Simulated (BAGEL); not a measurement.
# A workflow on GeH4O2 (SMILES [OH][GeH2][OH])

We compute the energy (HF/cc-pVDZ), then the energy (NEVPT2(2,2)/cc-pVDZ), then a single-point energy (CASPT2(2,2)/cc-pVDZ) of GeH4O2. 

The results are computed with BAGEL 1.2.2.

1 further run of the same task is left out (set aside as unsound or not needed).

### Step 1. Starting point

The species is GeH4O2 (7 atoms), meant as a singlet with charge 0. As SMILES, `[OH][GeH2][OH]`. The O1–Ge2 distance was set to 2.397 Å, away from the relaxed value.

Bond lengths: Ge2–O3 1.773 Å, O1–H4 0.959 Å, Ge2–H5 1.543 Å, Ge2–H6 1.525 Å, O3–H7 0.959 Å. Angles: Ge2–O3–H7 113.6°, O3–Ge2–H5 109.7°, O3–Ge2–H6 104.9°, H5–Ge2–H6 116.1°. A long bond or contact: O1–Ge2 2.397 Å.

### Step 2. A single-point energy at HF/cc-pVDZ (density fitting with svp-jkfit) (run 1)

The input, job.json:

```json
{ "bagel" : [

{
  "title" : "molecule",
  "basis" : "cc-pvdz.json",
  "df_basis" : "svp-jkfit",
  "angstrom" : true,
  "geometry" : [
    { "atom" : "O", "xyz" : [   -2.021487,   -0.693554,   -0.341622 ] },
    { "atom" : "Ge", "xyz" : [    0.023500,    0.377000,    0.305300 ] },
    { "atom" : "O", "xyz" : [    1.347400,   -0.798900,    0.400600 ] },
    { "atom" : "H", "xyz" : [   -2.165087,   -0.696254,   -1.289822 ] },
    { "atom" : "H", "xyz" : [    0.363400,    1.460500,   -0.739100 ] },
    { "atom" : "H", "xyz" : [   -0.172500,    0.863100,    1.737300 ] },
    { "atom" : "H", "xyz" : [    1.625600,   -1.135200,   -0.453800 ] }
  ]
},
{
  "title" : "hf"
},
{
  "title" : "print",
  "file" : "orbitals.molden",
  "orbitals" : true
}

]}
```

The basis set cc-pVDZ is read from a file made from the Basis Set Exchange's data (not shown).

Started as:

```sh
$ BAGEL_NUM_THREADS=1 BAGEL job.json > job.out
```

Log:

```text
* using 1 threads per process

  ===============================================================
  ===============================================================

  *** Geometry ***

  { "atom" : "O", "xyz" : [     -3.820057,     -1.310627,     -0.645572 ] },
  { "atom" : "Ge", "xyz" : [      0.044409,      0.712427,      0.576933 ] },
  { "atom" : "O", "xyz" : [      2.546217,     -1.509702,      0.757024 ] },
  { "atom" : "H", "xyz" : [     -4.091421,     -1.315729,     -2.437410 ] },
  { "atom" : "H", "xyz" : [      0.686726,      2.759945,     -1.396697 ] },
  { "atom" : "H", "xyz" : [     -0.325978,      1.631023,      3.283021 ] },
  { "atom" : "H", "xyz" : [      3.071939,     -2.145217,     -0.857558 ] },

  Number of auxiliary basis functions:      492

  Since a DF basis is specified, we compute 2- and 3-index integrals:
    o Being stored without compression. Storage requirement is 0.022 GB

  Number of basis functions:       75
  Number of electrons      :       52

    * METHOD: MOLECULE                             0.26

  *** RHF ***

  === Nuclear Repulsion ===
   195.7198524724

      * DIIS with orbital gradients will be used.

  === RHF iteration (cc-pvdz.json) ===
      0      -2226.93130412          0.02464311           0.07
      1      -2227.05862531          0.02292670           0.07
      2      -2227.34090386          0.00208910           0.07
      3      -2227.34351223          0.00115516           0.07
      4      -2227.34447642          0.00026048           0.07
      5      -2227.34458034          0.00010409           0.07
      6      -2227.34460059          0.00003536           0.07
      7      -2227.34460289          0.00000787           0.07
      8      -2227.34460300          0.00000500           0.07
      9      -2227.34460303          0.00000216           0.07
     10      -2227.34460304          0.00000093           0.07
     11      -2227.34460304          0.00000048           0.07
     12      -2227.34460304          0.00000023           0.06
     13      -2227.34460304          0.00000009           0.06
     14      -2227.34460304          0.00000003           0.06
     15      -2227.34460304          0.00000002           0.06
     16      -2227.34460304          0.00000001           0.07
    * SCF iteration converged.

    * Permanent dipole moment:
           (   -1.028336,    -0.871001,     0.704190) a.u.

    * METHOD: HF                                   1.36

    * METHOD: PRINT                                0.02

  ===============================================================
```

Run time: 1.8 s. Hardware: 1 thread of Arm Neoverse V1, shared host; peak memory 0.15 GiB.

### Step 3. The energy at NEVPT2(2,2)/cc-pVDZ (density fitting with svp-jkfit) (run 2)

The input, input.json:

```json
{ "bagel": [

{
  "title": "molecule",
  "basis": "cc-pvdz.json",
  "df_basis": "svp-jkfit",
  "angstrom": true,
  "geometry": [
    { "atom": "O", "xyz": [      -2.021487,      -0.693554,      -0.341622 ] },
    { "atom": "Ge", "xyz": [       0.023500,       0.377000,       0.305300 ] },
    { "atom": "O", "xyz": [       1.347400,      -0.798900,       0.400600 ] },
    { "atom": "H", "xyz": [      -2.165087,      -0.696254,      -1.289822 ] },
    { "atom": "H", "xyz": [       0.363400,       1.460500,      -0.739100 ] },
    { "atom": "H", "xyz": [      -0.172500,       0.863100,       1.737300 ] },
    { "atom": "H", "xyz": [       1.625600,      -1.135200,      -0.453800 ] }
  ]
},

{
  "title": "hf"
},

{
  "title": "nevpt2",
  "nstate": 1,
  "nact": 2,
  "nclosed": 25,
  "active": [26, 27],
  "maxiter": 200,
  "natocc": true,
  "ncore": 11
},

{
  "title": "print",
  "file": "orbitals.molden",
  "orbitals": true
}

]}
```

The basis set cc-pVDZ is read from a file made from the Basis Set Exchange's data (not shown).

Started as:

```sh
$ BAGEL_NUM_THREADS=1 BAGEL input.json > input.out
```

Log:

```text
* using 1 threads per process

  ===============================================================
  ===============================================================

  *** Geometry ***

  { "atom" : "O", "xyz" : [     -3.820057,     -1.310627,     -0.645572 ] },
  { "atom" : "Ge", "xyz" : [      0.044409,      0.712427,      0.576933 ] },
  { "atom" : "O", "xyz" : [      2.546217,     -1.509702,      0.757024 ] },
  { "atom" : "H", "xyz" : [     -4.091421,     -1.315729,     -2.437410 ] },
  { "atom" : "H", "xyz" : [      0.686726,      2.759945,     -1.396697 ] },
  { "atom" : "H", "xyz" : [     -0.325978,      1.631023,      3.283021 ] },
  { "atom" : "H", "xyz" : [      3.071939,     -2.145217,     -0.857558 ] },

  Number of auxiliary basis functions:      492

  Since a DF basis is specified, we compute 2- and 3-index integrals:
    o Being stored without compression. Storage requirement is 0.022 GB

  Number of basis functions:       75
  Number of electrons      :       52

    * METHOD: MOLECULE                             0.26

  *** RHF ***

  === Nuclear Repulsion ===
   195.7198524724

      * DIIS with orbital gradients will be used.

  === RHF iteration (cc-pvdz.json) ===
      0      -2226.93130412          0.02464311           0.07
      1      -2227.05862531          0.02292670           0.07
      2      -2227.34090386          0.00208910           0.07
      3      -2227.34351223          0.00115516           0.07
      4      -2227.34447642          0.00026048           0.07
      5      -2227.34458034          0.00010409           0.07
      6      -2227.34460059          0.00003536           0.07
      7      -2227.34460289          0.00000787           0.07
      8      -2227.34460300          0.00000500           0.07
      9      -2227.34460303          0.00000216           0.07
     10      -2227.34460304          0.00000093           0.06
     11      -2227.34460304          0.00000048           0.06
     12      -2227.34460304          0.00000023           0.07
     13      -2227.34460304          0.00000009           0.06
     14      -2227.34460304          0.00000003           0.06
     15      -2227.34460304          0.00000002           0.06
     16      -2227.34460304          0.00000001           0.06
    * SCF iteration converged.

    * Permanent dipole moment:
           (   -1.028336,    -0.871001,     0.704190) a.u.

    * METHOD: HF                                   1.34

    * freezing 11 orbitals
  ---------------------------
      CASSCF calculation
  ---------------------------

    ==== Active orbitals : =====
         Orbital 26
         Orbital 27
    ============================

    * nstate   :      1
    * nclosed  :     25
    * nact     :      2
    * nvirt    :     48
  === CASSCF iteration (cc-pvdz.json) ===

    * Using the second-order algorithm

      0  0     -2227.35572502     3.33e-03      0.02

      1  0     -2227.37453454     1.91e-03      0.35

      2  0     -2227.38029077     1.03e-03      0.45

      3  0     -2227.38102897     8.60e-04      0.50

      4  0     -2227.38121817     5.19e-04      0.45

      5  0     -2227.38127496     2.89e-04      0.42

      6  0     -2227.38129179     1.57e-04      0.44

      7  0     -2227.38129670     8.47e-05      0.51

      8  0     -2227.38129812     4.55e-05      0.48

      9  0     -2227.38129853     2.44e-05      0.43

     10  0     -2227.38129865     1.31e-05      0.41

     11  0     -2227.38129868     6.99e-06      0.49

     12  0     -2227.38129869     3.74e-06      0.50

     13  0     -2227.38129869     2.00e-06      0.45

     14  0     -2227.38129870     1.07e-06      0.40

     15  0     -2227.38129870     5.73e-07      0.42

     16  0     -2227.38129870     3.07e-07      0.43

     17  0     -2227.38129870     1.64e-07      0.40

     18  0     -2227.38129870     8.78e-08      0.33

     19  0     -2227.38129870     4.70e-08      0.32

     20  0     -2227.38129870     2.51e-08      0.35

     21  0     -2227.38129870     1.35e-08      0.38

     22  0     -2227.38129870     7.20e-09      0.32

    * Second-order optimization converged. *

     guess   0:   closed 1.                   open ..

  === FCI iteration ===

      0  0     -2227.34040600     8.74e-02      0.00
      1  0     -2227.37937433     1.55e-02      0.00
      2  0 *   -2227.38129870     1.16e-15      0.00

     * ci vector, state   0, <S^2> = 0.0000
       2.     0.9732832020
       .2    -0.2296079457

  === DF-NEVPT2 calculation ===

    * 3-index integral transformation done
    * assembly done

      NEVPT2 correlation energy:   -0.4732752761      0.14

          (+0)     -0.3688067216
          (+0)'    -0.0378145522
          (+1)     -0.0179161991
          (+1)'    -0.0000000000
          (+2)     -0.0008937203
          (-1)     -0.0443740299
          (-1)'     0.0000000000
          (-2)     -0.0034700531

      NEVPT2 total energy:       -2227.8545739719

    * METHOD: NEVPT2                               9.63

    * METHOD: PRINT                                0.02

  ===============================================================
```

Run time: 11 s. Hardware: 1 thread of Arm Neoverse V1, shared host; peak memory 0.15 GiB.

### Step 4. The energy at CASPT2(2,2)/cc-pVDZ (density fitting with svp-jkfit) (run 3)

The input, input.json:

```json
{ "bagel": [

{
  "title": "molecule",
  "basis": "cc-pvdz.json",
  "df_basis": "svp-jkfit",
  "angstrom": true,
  "geometry": [
    { "atom": "O", "xyz": [   -2.021487,   -0.693554,   -0.341622 ] },
    { "atom": "Ge", "xyz": [    0.023500,    0.377000,    0.305300 ] },
    { "atom": "O", "xyz": [    1.347400,   -0.798900,    0.400600 ] },
    { "atom": "H", "xyz": [   -2.165087,   -0.696254,   -1.289822 ] },
    { "atom": "H", "xyz": [    0.363400,    1.460500,   -0.739100 ] },
    { "atom": "H", "xyz": [   -0.172500,    0.863100,    1.737300 ] },
    { "atom": "H", "xyz": [    1.625600,   -1.135200,   -0.453800 ] }
  ]
},
{ "title": "hf", "charge": 0 },
{ "title": "casscf", "nstate": 1, "nact": 2, "nclosed": 25, "charge": 0, "active": [26, 27], "maxiter": 200, "natocc": true },
{ "title": "print", "file": "orbitals.molden", "orbitals": true },
{ "title": "smith", "method": "caspt2", "ms": true, "xms": true, "sssr": true, "shift": 0.2, "shift_imag": true, "ncore": 11 }

]}
```

The basis set cc-pVDZ is read from a file made from the Basis Set Exchange's data (not shown).

Started as:

```sh
$ BAGEL_NUM_THREADS=1 BAGEL input.json > input.out
```

Log:

```text
* using 1 threads per process

  ===============================================================
  ===============================================================

  *** Geometry ***

  { "atom" : "O", "xyz" : [     -3.820057,     -1.310627,     -0.645572 ] },
  { "atom" : "Ge", "xyz" : [      0.044409,      0.712427,      0.576933 ] },
  { "atom" : "O", "xyz" : [      2.546217,     -1.509702,      0.757024 ] },
  { "atom" : "H", "xyz" : [     -4.091421,     -1.315729,     -2.437410 ] },
  { "atom" : "H", "xyz" : [      0.686726,      2.759945,     -1.396697 ] },
  { "atom" : "H", "xyz" : [     -0.325978,      1.631023,      3.283021 ] },
  { "atom" : "H", "xyz" : [      3.071939,     -2.145217,     -0.857558 ] },

  Number of auxiliary basis functions:      492

  Since a DF basis is specified, we compute 2- and 3-index integrals:
    o Being stored without compression. Storage requirement is 0.022 GB

  Number of basis functions:       75
  Number of electrons      :       52

    * METHOD: MOLECULE                             0.26

  *** RHF ***

  === Nuclear Repulsion ===
   195.7198524724

      * DIIS with orbital gradients will be used.

  === RHF iteration (cc-pvdz.json) ===
      0      -2226.93130412          0.02464311           0.08
      1      -2227.05862531          0.02292670           0.07
      2      -2227.34090386          0.00208910           0.07
      3      -2227.34351223          0.00115516           0.07
      4      -2227.34447642          0.00026048           0.07
      5      -2227.34458034          0.00010409           0.07
      6      -2227.34460059          0.00003536           0.07
      7      -2227.34460289          0.00000787           0.06
      8      -2227.34460300          0.00000500           0.06
      9      -2227.34460303          0.00000216           0.06
     10      -2227.34460304          0.00000093           0.06
     11      -2227.34460304          0.00000048           0.06
     12      -2227.34460304          0.00000023           0.06
     13      -2227.34460304          0.00000009           0.06
     14      -2227.34460304          0.00000003           0.06
     15      -2227.34460304          0.00000002           0.06
     16      -2227.34460304          0.00000001           0.06
    * SCF iteration converged.

    * Permanent dipole moment:
           (   -1.028336,    -0.871001,     0.704190) a.u.

    * METHOD: HF                                   1.31

  ---------------------------
      CASSCF calculation
  ---------------------------

    ==== Active orbitals : =====
         Orbital 26
         Orbital 27
    ============================

    * nstate   :      1
    * nclosed  :     25
    * nact     :      2
    * nvirt    :     48
  === CASSCF iteration (cc-pvdz.json) ===

    * Using the second-order algorithm

      0  0     -2227.35572502     3.33e-03      0.02

      1  0     -2227.37453454     1.91e-03      0.38

      2  0     -2227.38029077     1.03e-03      0.45

      3  0     -2227.38102897     8.60e-04      0.43

      4  0     -2227.38121817     5.19e-04      0.45

      5  0     -2227.38127496     2.89e-04      0.45

      6  0     -2227.38129179     1.57e-04      0.45

      7  0     -2227.38129670     8.47e-05      0.44

      8  0     -2227.38129812     4.55e-05      0.45

      9  0     -2227.38129853     2.44e-05      0.44

     10  0     -2227.38129865     1.31e-05      0.45

     11  0     -2227.38129868     6.99e-06      0.47

     12  0     -2227.38129869     3.74e-06      0.43

     13  0     -2227.38129869     2.00e-06      0.45

     14  0     -2227.38129870     1.07e-06      0.45

     15  0     -2227.38129870     5.73e-07      0.42

     16  0     -2227.38129870     3.07e-07      0.36

     17  0     -2227.38129870     1.64e-07      0.40

     18  0     -2227.38129870     8.78e-08      0.36

     19  0     -2227.38129870     4.70e-08      0.35

     20  0     -2227.38129870     2.51e-08      0.33

     21  0     -2227.38129870     1.35e-08      0.33

     22  0     -2227.38129870     7.20e-09      0.32

    * Second-order optimization converged. *

     guess   0:   closed 1.                   open ..

  === FCI iteration ===

      0  0     -2227.34040600     8.74e-02      0.00
      1  0     -2227.37937433     1.55e-02      0.00
      2  0 *   -2227.38129870     1.16e-15      0.00

     * ci vector, state   0, <S^2> = 0.0000
       2.     0.9732832020
       .2    -0.2296079457

    * METHOD: CASSCF                               9.28

    * METHOD: PRINT                                0.02

  === SMITH program ===

    * freezing 11 orbitals

    * Approximate memory requirement for SMITH calulation per MPI process:
      o Storage requirement for T-amplitude, lambda, and residual is 0.02 GB
      o Storage requirement for MO integrals is 0.01 GB
    * Calculating and saving rdm4f

    * Zeroth order energy : state  0       -0.7785909886

    * CASPT2 iteration is performed using orthogonal basis

      -------------------------------------------  CASPT2 iteration  ---------------------------------------------------
       #      aibj      arbs      arbi      airj      risj      airs      arst      rist         Etot      error   time
      ------------------------------------------------------------------------------------------------------------------

       0  -0.36843  -0.00403  -0.04396  -0.01915  -0.00121  -0.03418  -0.00000  -0.00000   -0.4709535  0.0018813   0.09
       1  -0.36870  -0.00406  -0.04417  -0.01947  -0.00129  -0.03481  -0.00000  -0.00000   -0.4724953  0.0003017   0.08
       2  -0.36871  -0.00407  -0.04413  -0.01949  -0.00130  -0.03485  -0.00000  -0.00000   -0.4725468  0.0000624   0.08
       3  -0.36871  -0.00407  -0.04413  -0.01948  -0.00130  -0.03486  -0.00000  -0.00000   -0.4725484  0.0000137   0.08
       4  -0.36871  -0.00407  -0.04413  -0.01948  -0.00130  -0.03486  -0.00000  -0.00000   -0.4725485  0.0000027   0.08
       5  -0.36871  -0.00407  -0.04413  -0.01948  -0.00130  -0.03486  -0.00000  -0.00000   -0.4725485  0.0000006   0.08

      ------------------------------------------------------------------------------------------------------------------

    * CASPT2 energy : state  0    -2227.8558783208
        w/o shift correction      -2227.8538472180
        reference weight              0.8775008940

    * METHOD: SMITH                                0.71

  ===============================================================
```

Run time: 12 s. Hardware: 1 thread of Arm Neoverse V1, shared host; peak memory 0.18 GiB.

### Step 5. Outcome

```
                                quantity           value
         run 1, HF/cc-pVDZ: total energy  -2227.34460 Eh
        run 1, HF/cc-pVDZ: dipole moment          3.86 D
          run 1, HF/cc-pVDZ: HOMO energy       -10.91 eV
          run 1, HF/cc-pVDZ: LUMO energy         2.10 eV
        run 1, HF/cc-pVDZ: HOMO–LUMO gap        13.00 eV
run 2, NEVPT2(2,2)/cc-pVDZ: total energy  -2227.85457 Eh
run 3, CASPT2(2,2)/cc-pVDZ: total energy  -2227.85588 Eh
```
